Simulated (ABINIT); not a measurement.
# BeB (R3m) in ABINIT: a series of runs

Aim: see how the results for BeB move with the level of theory and the settings. Levels: LDA, LDA-PZ. Tasks: single point.

Program: ABINIT 10.8.3 (patched build). These are calculated values, not measurements. Logs are shortened: lines on timing, memory, paths and dates and some standing lists are left out, and cuts for length are marked. The log counts tension as positive stress, the text compression.

### 1 The cell of the first run

The structure is trigonal, space group R3m (No. 160). The conventional cell has a = 2.783 Å, b = 2.783 Å, c = 6.691 Å, α = 90.00°, β = 90.00°, γ = 120.00°. Be (site symmetry 3m) is surrounded by 4 B at 1.69 to 1.71 Å. B (site symmetry 3m) is surrounded by 4 Be at 1.69 to 1.71 Å.

The cell was built by a generator and needn't be a form met in nature.

### 2 Single point, LDA (cell stretched)

run.abi reads:

```
pp_dirpath "./"
pseudos "Be.upf, B.upf"

acell 3*1.0
rprim
     2.6291372781     1.5179331161     4.2147017696
    -2.6291372781     1.5179331161     4.2147017696
     0.0000000000    -3.0358662323     4.2147017696
ntypat 2
znucl 4 5
natom 2
typat 1 2
xcart
     0.0000000000    -0.0000000001     5.0563187170
     0.0000000000     0.0000000000     0.0756483345 Angstrom
chkprim 0
chksymtnons 0
tolsym 1.0e-6

ecut 44.0

kptopt 1
ngkpt 9 9 9
nshiftk 1
shiftk 0.0 0.0 0.0

ixc 7

nband 8
occopt 3
tsmear 0.00183747

nstep 100
tolvrs 1.0e-10

iomode 3
prtwf 0
prteig 0
prtebands 0
enunit 1
prtden 1
prtvha 1
prtvclmb 1
prtpot 1
prtelf 1
```

Potentials or basis: PseudoDojo NC SR LDA v0.4.1 standard.

Run with:

```console
> abinit run.abi > log 2>&1
```

run.abo:

```text
.Version 10.8.3 of ABINIT
 Symmetries : space group R3 m (#160); Bravais hR (rhombohedral)
================================================================================
 Values of the parameters that define the memory need of the present run
     intxc =       0    ionmov =       0      iscf =       7    lmnmax =       4
     lnmax =       4     mgfft =      32  mpssoang =       2    mqgrid =    3001
     natom =       2  nloc_mem =       1    nspden =       1   nspinor =       1
    nsppol =       1      nsym =       6    n1xccc =    2501    ntypat =       2
    occopt =       3   xclevel =       1
       mpw =        1420          nfft =       32768          nkpt =          85
================================================================================
================================================================================

--------------------------------------------------------------------------------
------------- Echo of variables that govern the present computation ------------
--------------------------------------------------------------------------------
 -outvars: echo values of preprocessed input variables --------
            acell      1.0000000000E+00  1.0000000000E+00  1.0000000000E+00 Bohr
              amu      9.01218200E+00  1.08110000E+01
          chkprim           0
      chksymtnons           0
             ecut      4.40000000E+01 Hartree
           enunit           1
                       outvar_i_n : Printing only first  50 k-points.
              ixc           7
                       outvar_i_n : Printing only first  50 k-points.
         kptrlatt        9    0    0      0    9    0      0    0    9
          kptrlen      4.67482168E+01
            natom           2
            nband           8
            ngfft          32      32      32
             nkpt          85
            nstep         100
             nsym           6
           ntypat           2
                       prtocc : prtvol=0, do not print more k-points.
           occopt           3
        prtebands           0
           prteig           0
           prtelf           1
           prtpot           1
         prtvclmb           1
           prtvha           1
            prtwf           0
            rprim      2.6291372781E+00  1.5179331161E+00  4.2147017696E+00
                      -2.6291372781E+00  1.5179331161E+00  4.2147017696E+00
                       0.0000000000E+00 -3.0358662323E+00  4.2147017696E+00
          spgroup         160
           tolsym      1.00000000E-06
           tolvrs      1.00000000E-10
           tsmear      1.83747000E-03 Hartree
            typat      1  2
                       outvars : Printing only first  50 k-points.
           xangst      4.2678997545E-17 -9.9999953360E-11  5.0563187170E+00
                      -8.1983825740E-19 -6.0608816940E-11  7.5648334500E-02
            xcart      8.0651616688E-17 -1.8897252445E-10  9.5550575804E+00
                      -1.5492697740E-18 -1.1453406483E-10  1.4295463409E-01
             xred      7.5569266049E-01  7.5569266049E-01  7.5569266052E-01
                       1.1306029999E-02  1.1306029999E-02  1.1306030036E-02
            znucl        4.00000    5.00000

================================================================================

 chkinp: Checking input parameters for consistency.

================================================================================
== DATASET  1 ==================================================================

--- !DatasetInfo
iteration_state: {dtset: 1, }
dimensions: {natom: 2, nkpt: 85, mband: 8, nsppol: 1, nspinor: 1, nspden: 1, mpw: 1420, }
cutoff_energies: {ecut:  44.0, pawecutdg:  -1.0, }
electrons: {nelect:   7.00000000E+00, charge:   0.00000000E+00, occopt:   3.00000000E+00, tsmear:   1.83747000E-03, }
meta: {optdriver: 0, ionmov: 0, optcell: 0, iscf: 7, paral_kgb: 0, }
...

 Exchange-correlation functional for the present dataset will be:
  LDA: Perdew-Wang 92 LSD fit to Ceperley-Alder data - ixc=7
  J.P.Perdew and Y.Wang, PRB 45, 13244 (1992)

 Real(R)+Recip(G) space primitive vectors, cartesian coordinates (Bohr,Bohr^-1):
 R(1)=  2.6291373  1.5179331  4.2147018  G(1)=  0.1901765  0.1097984  0.0790882
 R(2)= -2.6291373  1.5179331  4.2147018  G(2)= -0.1901765  0.1097984  0.0790882
 R(3)=  0.0000000 -3.0358662  4.2147018  G(3)=  0.0000000 -0.2195969  0.0790882
 Unit cell volume ucvol=  1.0092157E+02 bohr^3
 Angles (23,13,12)=  6.08172214E+01  6.08172214E+01  6.08172214E+01 degrees

 getcut: wavevector=  0.0000  0.0000  0.0000  ngfft=  32  32  32
         ecut(hartree)=     44.000   => boxcut(ratio)=   2.06349

--- Pseudopotential description ------------------------------------------------
- pspini: atom type   1  psp file is ./Be.upf
12 -1012 1 -1 1358                            pspcod,pspxc,lmax,lloc,mmax
     nproj     2     2

- pspini: atom type   2  psp file is ./B.upf
12 -1012 1 -1 1498                            pspcod,pspxc,lmax,lloc,mmax
     nproj     2     2

   4.15491802E+01                                ecore*ucvol(ha*bohr**3)
--------------------------------------------------------------------------------

================================================================================

--- !BeginCycle
iteration_state: {dtset: 1, }
solver: {iscf: 7, nstep: 100, nline: 4, wfoptalg: 0, }
tolerances: {tolvrs: 1.00E-10, }
...

     iter   Etot(hartree)      deltaE(h)  residm     vres2
 ETOT  1  -16.614728330104    -1.661E+01 1.504E-01 1.740E+01
 ETOT  2  -16.632667915400    -1.794E-02 8.855E-03 3.135E-01
 ETOT  3  -16.632696498806    -2.858E-05 2.118E-03 3.631E-03
 ETOT  4  -16.632696969690    -4.709E-07 1.536E-03 1.618E-04
 ETOT  5  -16.632696990261    -2.057E-08 5.302E-04 1.273E-06
 ETOT  6  -16.632696990408    -1.475E-10 8.503E-04 1.847E-08
 ETOT  7  -16.632696990411    -3.023E-12 2.411E-04 8.609E-11

 At SCF step    7       vres2   =  8.61E-11 < tolvrs=  1.00E-10 =>converged.

 Compute ELF
--------------------------------------------------------------------------------

 Compute kinetic energy density

 Compute gradient of the electron density
 Electron Localization Function (ELF) [min:0;max:1]
)     Maximum=    9.9994E-01  at reduced coord.    0.7500    0.7500    0.7500
)     Minimum=    2.0983E-05  at reduced coord.    0.0313    0.0000    0.0000
   Integrated=    4.4246E+01

--------------------------------------------------------------------------------
 End of ELF section

 Cartesian components of stress tensor (hartree/bohr^3)
  sigma(1 1)= -2.19144582E-03  sigma(3 2)=  1.49312396E-14
  sigma(2 2)= -2.19144582E-03  sigma(3 1)=  0.00000000E+00
  sigma(3 3)= -1.64231546E-03  sigma(2 1)=  0.00000000E+00

--- !ResultsGS
iteration_state: {dtset: 1, }
comment   : Summary of ground state results
lattice_vectors:
- [  2.6291373,   1.5179331,   4.2147018, ]
- [ -2.6291373,   1.5179331,   4.2147018, ]
- [  0.0000000,  -3.0358662,   4.2147018, ]
lattice_lengths: [   5.19425,    5.19425,    5.19425, ]
lattice_angles: [ 60.817,  60.817,  60.817, ] # degrees, (23, 13, 12)
lattice_volume:   1.0092157E+02
convergence: {deltae: -3.023E-12, res2:  8.609E-11, residm:  2.411E-04, diffor: null, }
etotal    :  -1.66326970E+01
entropy   :   0.00000000E+00
fermie    :   2.18677576E-01
cartesian_stress_tensor: # hartree/bohr^3
- [ -2.19144582E-03,   0.00000000E+00,   0.00000000E+00, ]
- [  0.00000000E+00,  -2.19144582E-03,   1.49312396E-14, ]
- [  0.00000000E+00,   1.49312396E-14,  -1.64231546E-03, ]
pressure_GPa:   5.9089E+01
xred      :
- [  7.5569E-01,   7.5569E-01,   7.5569E-01, Be]
- [  1.1306E-02,   1.1306E-02,   1.1306E-02,  B]
cartesian_forces: # hartree/bohr
- [ -6.02672241E-21,  -6.75845018E-20,   5.51825737E-04, ]
- [  6.02672241E-21,   6.75845018E-20,  -5.51825737E-04, ]
force_length_stats: {min:   5.51825737E-04, max:   5.51825737E-04, mean:   5.51825737E-04, }
...

 Integrated electronic density in atomic spheres:
 ------------------------------------------------
 Atom  Sphere_radius  Integrated_density
    1        2.00000          3.75944336
    2        2.00000          2.59763185
================================================================================

 ----iterations are completed or convergence reached----

 Mean square residual over all n,k,spin=   11.799E-07; max=  24.113E-05
 reduced coordinates (array xred) for    2 atoms
       0.755692660486      0.755692660486      0.755692660523
       0.011306029999      0.011306029999      0.011306030036
 rms dE/dt=  2.3258E-03; max dE/dt=  2.3258E-03; dE/dt below (all hartree)
    1      -0.002325776927     -0.002325776927     -0.002325776927
    2       0.002325784892      0.002325784892      0.002325784892

 cartesian coordinates (angstrom) at end:
    1      0.00000000000000    -0.00000000010000     5.05631871700000
    2     -0.00000000000000    -0.00000000006061     0.07564833450000

 cartesian forces (hartree/bohr) at end:
    1     -0.00000000000000    -0.00000000000000     0.00055182573682
    2      0.00000000000000     0.00000000000000    -0.00055182573682
 frms,max,avg= 3.1859674E-04 5.5182574E-04   0.000E+00  0.000E+00 -9.450E-10 h/b

 cartesian forces (eV/Angstrom) at end:
    1     -0.00000000000000    -0.00000000000000     0.02837602029342
    2      0.00000000000000     0.00000000000000    -0.02837602029342
 frms,max,avg= 1.6382903E-02 2.8376020E-02   0.000E+00  0.000E+00 -4.859E-08 e/A
 length scales=  1.000000000000  1.000000000000  1.000000000000 bohr
              =  0.529177210544  0.529177210544  0.529177210544 angstroms
 Fermi (or HOMO) energy (eV) =   5.95052   Average Vxc (eV)= -11.59321
 Eigenvalues (   eV  ) for nkpt=  85  k points:
 kpt#   1, nband=  8, wtk=  0.00137, kpt=  0.0000  0.0000  0.0000 (reduced coord)
 -90.55483   -5.96133   10.96127   10.96127   11.54729   16.74023   16.74023   16.93784
 prteigrs : prtvol=0 or 1, do not print more k-points.

--- !EnergyTerms
iteration_state     : {dtset: 1, }
comment             : Components of total free energy in Hartree
kinetic             :  1.09185282327574E+01
hartree             :  2.56946987852514E+00
xc                  : -3.58496912321000E+00
Ewald energy        : -9.05795634681570E+00
psp_core            :  4.11697718671740E-01
local_psp           : -9.63044892716593E+00
non_local_psp       : -8.25870764921622E+00
internal            : -1.66323862164536E+01
'-kT*entropy'       : -3.10773957633370E-04
total_energy        : -1.66326969904112E+01
total_energy_eV     : -4.52598742118445E+02
band_energy         : -6.37693116097395E+00
...

 Cartesian components of stress tensor (hartree/bohr^3)
  sigma(1 1)= -2.19144582E-03  sigma(3 2)=  1.49312396E-14
  sigma(2 2)= -2.19144582E-03  sigma(3 1)=  0.00000000E+00
  sigma(3 3)= -1.64231546E-03  sigma(2 1)=  0.00000000E+00

-Cartesian components of stress tensor (GPa)         [Pressure=  5.9089E+01 GPa]
- sigma(1 1)= -6.44745619E+01  sigma(3 2)=  4.39292235E-10
- sigma(2 2)= -6.44745620E+01  sigma(3 1)=  0.00000000E+00
- sigma(3 3)= -4.83185891E+01  sigma(2 1)=  0.00000000E+00

== END DATASET(S) ==============================================================
================================================================================

 -outvars: echo values of variables after computation  --------
            acell      1.0000000000E+00  1.0000000000E+00  1.0000000000E+00 Bohr
           etotal     -1.6632696990E+01
            fcart     -6.0267224130E-21 -6.7584501785E-20  5.5182573682E-04
                       6.0267224130E-21  6.7584501785E-20 -5.5182573682E-04
            rprim      2.6291372781E+00  1.5179331161E+00  4.2147017696E+00
                      -2.6291372781E+00  1.5179331161E+00  4.2147017696E+00
                       0.0000000000E+00 -3.0358662323E+00  4.2147017696E+00
           strten     -2.1914458170E-03 -2.1914458192E-03 -1.6423154641E-03
                       1.4931239595E-14  0.0000000000E+00  0.0000000000E+00
           xangst      4.2678997545E-17 -9.9999953360E-11  5.0563187170E+00
                      -8.1983825740E-19 -6.0608816940E-11  7.5648334500E-02
             xred      7.5569266049E-01  7.5569266049E-01  7.5569266052E-01
                       1.1306029999E-02  1.1306029999E-02  1.1306030036E-02
 Calculation completed.
```

Run time: 24 s. Hardware: 1 thread of Intel Xeon Platinum 8259CL at 2.50GHz (Skylake/Cascade Lake), shared host; peak memory 0.07 GiB.

Results:

| Property | Result |
| --- | --- |
| Free energy | -452.5987 eV |
| Pressure | 59.1 GPa |
| Largest force | 0.028 eV/Å |
| Band gap on the k mesh | none (metal or under the smearing width) |
| Valence electrons inside the program's atomic spheres | Be 3.76; B 2.60 |

Forces on the atoms (eV/Å):
```
Be   0.000  0.000  0.028
B    0.000  0.000 -0.028
```

Stress tensor (GPa, compression positive):
```
64.47  0.00  0.00
 0.00 64.47  0.00
 0.00  0.00 48.32
```

Levels at points of the mesh, in eV from the Fermi level:
```
           k point  band 2  band 3  band 4  band 5  band 6  band 7
(0.00, 0.00, 0.00)  -11.91    5.01    5.01    5.60   10.79   10.79
```

### 3 Single point, LDA-PZ (atoms moved at random)

run.abi reads:

```
# Pseudopotentials
pp_dirpath "./"
pseudos "Be.hgh, B.hgh"

# Structure
acell 2.6790598848 2.6790598848 2.6790598852 Angstrom
rprim
     0.5061633813     0.2922335646     0.8114173865
    -0.5061633813     0.2922335646     0.8114173865
     0.0000000000    -0.5844671292     0.8114173864
ntypat 2
znucl 4 5
natom 2
typat 1 2
xcart
     0.0016109779    -0.0020700173     4.9331137727
    -0.0223136713    -0.0035473707     0.0587500855 Angstrom
chkprim 0
chksymtnons 0
tolsym 1.0e-6

# Plane-wave basis
ecut 653.073270 eV

# k points
kptopt 1
ngkpt 9 9 9
nshiftk 1
shiftk 0.0 0.0 0.0

# Exchange and correlation
ixc 2

# Bands and occupations
nband 7
occopt 3
tsmear 0.05 eV

# SCF cycle
nstep 100
tolvrs 1.0e-10

# Output
iomode 3
prtwf 0
prteig 0
prtebands 0
enunit 2
prtden 1
prtvha 1
prtvclmb 1
prtpot 1
prtelf 1
```

Potentials or basis: HGH LDA.

Run with:

```console
> abinit run.abi > log 2>&1
```

run.abo:

```text
.Version 10.8.3 of ABINIT
 Symmetries : space group P1 (#  1); Bravais aP (primitive triclinic)
================================================================================
 Values of the parameters that define the memory need of the present run
     intxc =       0    ionmov =       0      iscf =       7    lmnmax =       2
     lnmax =       2     mgfft =      24  mpssoang =       2    mqgrid =    3001
     natom =       2  nloc_mem =       1    nspden =       1   nspinor =       1
    nsppol =       1      nsym =       1    n1xccc =       0    ntypat =       2
    occopt =       3   xclevel =       1
       mpw =         539          nfft =       13824          nkpt =         365
================================================================================
================================================================================

--------------------------------------------------------------------------------
------------- Echo of variables that govern the present computation ------------
--------------------------------------------------------------------------------
 -outvars: echo values of preprocessed input variables --------
            acell      5.0626894572E+00  5.0626894572E+00  5.0626894579E+00 Bohr
              amu      9.01218200E+00  1.08110000E+01
          chkprim           0
      chksymtnons           0
             ecut      2.40000000E+01 Hartree
           enunit           2
                       outvar_i_n : Printing only first  50 k-points.
              ixc           2
                       outvar_i_n : Printing only first  50 k-points.
         kptrlatt        9    0    0      0    9    0      0    0    9
          kptrlen      4.55642051E+01
[... 201 lines left out ...]
xc                  : -1.71113621351638E+00
Ewald energy        : -4.80506784553067E+00
psp_core            : -1.80710797049785E-01
local_psp           : -9.86192451078040E-01
non_local_psp       :  6.08442748223763E-01
internal            : -3.83035791321418E+00
'-kT*entropy'       : -3.10153910073665E-04
total_energy        : -3.83066806712426E+00
total_energy_eV     : -1.04237788354664E+02
band_energy         :  7.87517213021284E-01
...

 Cartesian components of stress tensor (hartree/bohr^3)
  sigma(1 1)= -2.43810754E-03  sigma(3 2)=  5.42868572E-06
  sigma(2 2)= -2.46184484E-03  sigma(3 1)=  1.37179512E-04
  sigma(3 3)= -2.12946424E-03  sigma(2 1)=  1.94298305E-04

-Cartesian components of stress tensor (GPa)         [Pressure=  6.8938E+01 GPa]
- sigma(1 1)= -7.17316003E+01  sigma(3 2)=  1.59717448E-01
- sigma(2 2)= -7.24299758E+01  sigma(3 1)=  4.03596059E+00
- sigma(3 3)= -6.26510010E+01  sigma(2 1)=  5.71645348E+00

== END DATASET(S) ==============================================================
================================================================================

 -outvars: echo values of variables after computation  --------
            acell      5.0626894572E+00  5.0626894572E+00  5.0626894579E+00 Bohr
           etotal     -3.8306680671E+00
            fcart     -7.9666017894E-03 -7.5309095795E-05 -5.4203951650E-03
                       7.9666017894E-03  7.5309095795E-05  5.4203951650E-03
            rprim      5.0616338130E-01  2.9223356460E-01  8.1141738650E-01
                      -5.0616338130E-01  2.9223356460E-01  8.1141738650E-01
                       0.0000000000E+00 -5.8446712920E-01  8.1141738640E-01
           strten     -2.4381075385E-03 -2.4618448390E-03 -2.1294642404E-03
                       5.4286857200E-06  1.3717951218E-04  1.9429830461E-04
           xangst      1.6109779000E-03 -2.0700173000E-03  4.9331137727E+00
                      -2.2313671300E-02 -3.5473707000E-03  5.8750085500E-02
             xred      7.5659100002E-01  7.5540300002E-01  7.5731899993E-01
                       2.5999995912E-05  1.6481000015E-02  1.0518999980E-02
 Calculation completed.
```

Run time: 30 s. Hardware: 1 thread of Intel Xeon Platinum 8259CL at 2.50GHz (Skylake/Cascade Lake), shared host; peak memory 0.07 GiB.

What came out:

- Free energy: -104.2378 eV
- Largest force: 0.496 eV/Å
- Band gap on the k mesh: none (metal or under the smearing width)
- Valence electrons inside the program's atomic spheres: Be 1.94; B 2.69

Forces on the atoms (eV/Å):
```
Be  -0.410 -0.004 -0.279
B    0.410  0.004  0.279
```

Caveat: the cutoff is too short for stress, so the log's stress isn't used; HGH potentials are hard and often keep d shells in the core, so these values are rough.
